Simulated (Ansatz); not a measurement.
# C3H7BO: the cost of one run

Computed with Ansatz 0.2.0, Gaussian basis. Level: the settings change from run to run.

## (1) The molecule

An earlier PBE0-D4 in a triple-zeta def2 set relaxation fixed the geometry.

SMILES `CB(C)C=O`, 12 atoms, charge 0, spin multiplicity 1.

Atoms are counted from 1 here; the program's logs count them from 0.

Bond lengths: C1–B2 1.559 Å, C1–H6 1.100 Å, C1–H7 1.092 Å, C1–H8 1.094 Å, B2–C3 1.559 Å, B2–C4 1.584 Å, C3–H9 1.092 Å, C3–H10 1.093 Å, C3–H11 1.101 Å, C4–O5 1.213 Å, C4–H12 1.121 Å. Angles: B2–C1–H6 107.3°, B2–C1–H7 114.2°, B2–C1–H8 112.5°, H6–C1–H7 107.1°, H6–C1–H8 105.5°, H7–C1–H8 109.8°, C1–B2–C3 124.2°, C1–B2–C4 118.2°, C3–B2–C4 117.5°, B2–C3–H9 114.1°, B2–C3–H10 114.5°, B2–C3–H11 105.1°, H9–C3–H10 109.9°, H9–C3–H11 106.9°, H10–C3–H11 105.5°, B2–C4–O5 120.4°, B2–C4–H12 120.8°, O5–C4–H12 118.8°.

## (2) RPBE/cc-pVTZ-DK

This run has charge -1, multiplicity 2, atoms shaken by 0.08 Å, finite nuclei, D3(BJ) with three-body dispersion.

Input file in.yaml:

```yaml
crystal:
  periodic: [false, false, false]
  atoms:
    - {symbol: C, position_ang: [-1.403245, -0.124523, 0.526489]}
    - {symbol: B, position_ang: [-0.003151, -0.007159, -0.025339]}
    - {symbol: C, position_ang: [1.289514, -0.735705, 0.173474]}
    - {symbol: C, position_ang: [0.111963, 1.252732, -1.113765]}
    - {symbol: O, position_ang: [-0.375115, 1.097620, -2.281090]}
    - {symbol: H, position_ang: [-1.505828, 0.558434, 1.410702]}
    - {symbol: H, position_ang: [-1.403943, -1.106805, 1.248337]}
    - {symbol: H, position_ang: [-2.172590, -0.223410, -0.031906]}
    - {symbol: H, position_ang: [1.389669, -1.424052, 1.149885]}
    - {symbol: H, position_ang: [2.181425, -0.188201, 0.353930]}
    - {symbol: H, position_ang: [1.356245, -1.499015, -0.586738]}
    - {symbol: H, position_ang: [0.250093, 2.388945, -0.794307]}
basis:
  gaussian: {orbitals: cc-pVTZ-DK, nuclear_model: gaussian}
total_charge: -1
magnetization: {spin_polarized: true, initial_magnetization: 1}
hamiltonian: {xc: {name: RPBE}, dispersion: d3bjatm}
```

On the command line:

```
$ ansatz run in.yaml --threads 4 --pin off --events-out ev --progress --plain --max-ram 10444MiB
```

**Question.** How long does this run take on 4 threads of Intel Xeon at 2.50GHz, shared host, and how much memory does it need?

About 14 s, with a peak of 0.4 GiB.
